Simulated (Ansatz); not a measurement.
Ba3Sr, space group Fm-3m: a convergence test of the plane-wave cutoff, run with Ansatz's Python interface.

The script reads `ba3sr.cif`:
```cif
data_Ba3Sr
_cell_length_a 7.089200
_cell_length_b 7.089200
_cell_length_c 7.089200
_cell_angle_alpha 60.00000
_cell_angle_beta 60.00000
_cell_angle_gamma 60.00000
_symmetry_space_group_name_H-M 'P 1'
_symmetry_Int_Tables_number 1
loop_
_symmetry_equiv_pos_as_xyz
'x, y, z'
loop_
_atom_site_label
_atom_site_type_symbol
_atom_site_fract_x
_atom_site_fract_y
_atom_site_fract_z
Ba1 Ba    0.250000    0.250000    0.250000
Ba2 Ba    0.750000    0.750000    0.750000
Ba3 Ba    0.500000    0.500000    0.500000
Sr4 Sr    0.000000    0.000000    0.000000
```

`ecut_ba3sr.py`
```python
# -*- coding: utf-8 -*-
"""Convergence of Ba3Sr with the plane-wave cutoff."""

import ansatz as az
from ase.io import read
import pandas as pd

atoms = read("ba3sr.cif")
system = az.Crystal.from_ase(atoms)

setup = (
    system.calculation()
    .functional("r2scan")
    .kpoints(mesh=(4, 4, 4))
    .occupations("methfessel_paxton", width=0.1)
    .forces()
    .stress()
)

rows = []
for value in [300, 400, 500, 600, 700]:
    report = setup.basis(value).run().report
    rows.append((value, report["free_energy_ev"] / len(report["lattice"]["sites"]), report["n_iterations"], sum(report["stress_gpa"][i][i] for i in range(3)) / 3, max(abs(f) for row in report["forces_ev_ang"] for f in row), report["n_pw"]))

table = pd.DataFrame(rows, columns=["cutoff (eV)", "F/atom (eV)", "iterations", "P (GPa)", "max component (eV/A)", "plane waves"])
print(table.round(5).to_string(index=False))

# the last row is the reference
for row in rows[:-1]:
    shift = 1000 * (row[1] - rows[-1][1])
    print(f"{row[0]}: {shift:+.2f} meV/atom" + ("  (within 1 meV)" if abs(shift) < 1 else ""))
```

From which cutoff on is the energy per atom within 1 meV of the last row, and how does it get there?

From 500 eV on it stays within 1 meV an atom of the value at 700 eV; the first row (300 eV) is off by 14.1 meV and the last but one by 0.20 meV. The energy falls steadily, as expected when plane waves are added. The pressure moves from -0.01 to -0.01 GPa (the program's stress holds a Pulay correction, so it settles early). The last run costs about 2.9 times the first.

The run itself:

```console
$ python ecut_ba3sr.py
DeckWarning: basis.ecutwfc = 300 eV is below the records' recommended 500 eV, and the density's cutoff is lower with it unless basis.ecutrho_ratio is high enough to keep the records' density cutoff: compare with a run at a higher cutoff
DeckWarning: basis.ecutwfc = 400 eV is below the records' recommended 500 eV, and the density's cutoff is lower with it unless basis.ecutrho_ratio is high enough to keep the records' density cutoff: compare with a run at a higher cutoff
 cutoff (eV)  F/atom (eV)  iterations  P (GPa)  max component (eV/A)  plane waves
         300  -5362.10875           7 -0.00963                   0.0         2975
         400  -5362.12155           7 -0.01079                   0.0         4621
         500  -5362.12230           7 -0.00841                   0.0         6375
         600  -5362.12269           7 -0.00881                   0.0         8393
         700  -5362.12289           7 -0.00978                   0.0        10657
300: +14.14 meV/atom
400: +1.34 meV/atom
500: +0.59 meV/atom  (within 1 meV)
600: +0.20 meV/atom  (within 1 meV)
```
(Warnings from the package without file and line.)

Reading the output:
- The mesh is modest for a metal, so energies can be off by several to tens of meV an atom and pressures by half a GPa or more; differences at equal mesh fare better.
- Forces vanish by symmetry here and test nothing.
- Pressure is positive in compression.
- The structure comes from a database of computed cells and needn't be a stable or known phase.
- Shifts are counted from the last row, which is itself no proven limit.
- Timing: 51 s on 1 thread of AMD EPYC 7R43 64-Core Processor (Zen 3) (shared host), peak memory 1.9 GiB.

(Lines on the test bed's own set-up are left out of the output.)
